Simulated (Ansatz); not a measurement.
# H3HfSi: the cost of one run

Method: def2-SVP, all electrons in the functionals, frozen cores in the correlation of double hybrids and RPA; program: Ansatz 0.2.0, Gaussian basis.

The runs, in order: wB97M-V, B2PLYP, RPA-PBE, at charge 0, quartet; charge 0, doublet; charge 0, sextet; charge 1, triplet; charge 1, quintet; displaced geometry v1; displaced geometry v2.

22 further runs of the same task are left out: 6 that didn't finish, 16 set aside as unsound or not needed.

## (1) The system

The geometry is a PBE0/def2-TZVP stationary point (not a proven minimum). No spin-orbit coupling is included. Elements past krypton take def2 core potentials.

5 atoms, charge 0, spin multiplicity 4.

Atoms are counted from 1 here; the program's logs count them from 0.

Bond lengths: Hf1–Si2 2.705 Å, Si2–H3 1.501 Å, Si2–H4 1.501 Å, Si2–H5 1.501 Å. Angles: Hf1–Si2–H3 113.3°, Hf1–Si2–H4 113.3°, Hf1–Si2–H5 113.3°, H3–Si2–H4 105.4°, H3–Si2–H5 105.4°, H4–Si2–H5 105.4°.

As a file:

```xyz
5
charge 0, multiplicity 4
Hf   -0.4101    0.0028    0.0015
Si    2.2951   -0.0154   -0.0086
H     2.8802   -1.3977   -0.0052
H     2.8986    0.6745    1.1800
H     2.8896    0.6648   -1.2072
```

No dispersion term is added; wB97M-V holds VV10 nonlocal correlation.

The geometry shown and the zero of energy belong to the point charge 0, quartet. The yardstick, UCCSD(T), and other wave-function levels (R restricted, U unrestricted, valence and pair active spaces) come from earlier runs.

## (2) wB97M-V, charge 0, quartet

in.yaml reads:

```yaml
crystal:
  periodic: [false, false, false]
  atoms:
    - {symbol: Hf, position_ang: [-0.410088, 0.002760, 0.001535]}
    - {symbol: Si, position_ang: [2.295112, -0.015447, -0.008590]}
    - {symbol: H, position_ang: [2.880223, -1.397679, -0.005154]}
    - {symbol: H, position_ang: [2.898606, 0.674540, 1.179957]}
    - {symbol: H, position_ang: [2.889606, 0.664796, -1.207247]}
basis:
  gaussian: {orbitals: def2-SVP}
magnetization: {spin_polarized: true, initial_magnetization: 3}
hamiltonian: {xc: {name: wB97M-V}}
output: {forces: true, orbitals: {seedname: orbitals}}
```

Run with:

```
ansatz run in.yaml --threads 1 --pin off --events-out ev --progress --plain --max-ram 2393MiB
```

What time and memory should one allow on 1 thread of Arm Neoverse N1, shared host?

About 87 s, with a peak of 0.35 GiB.
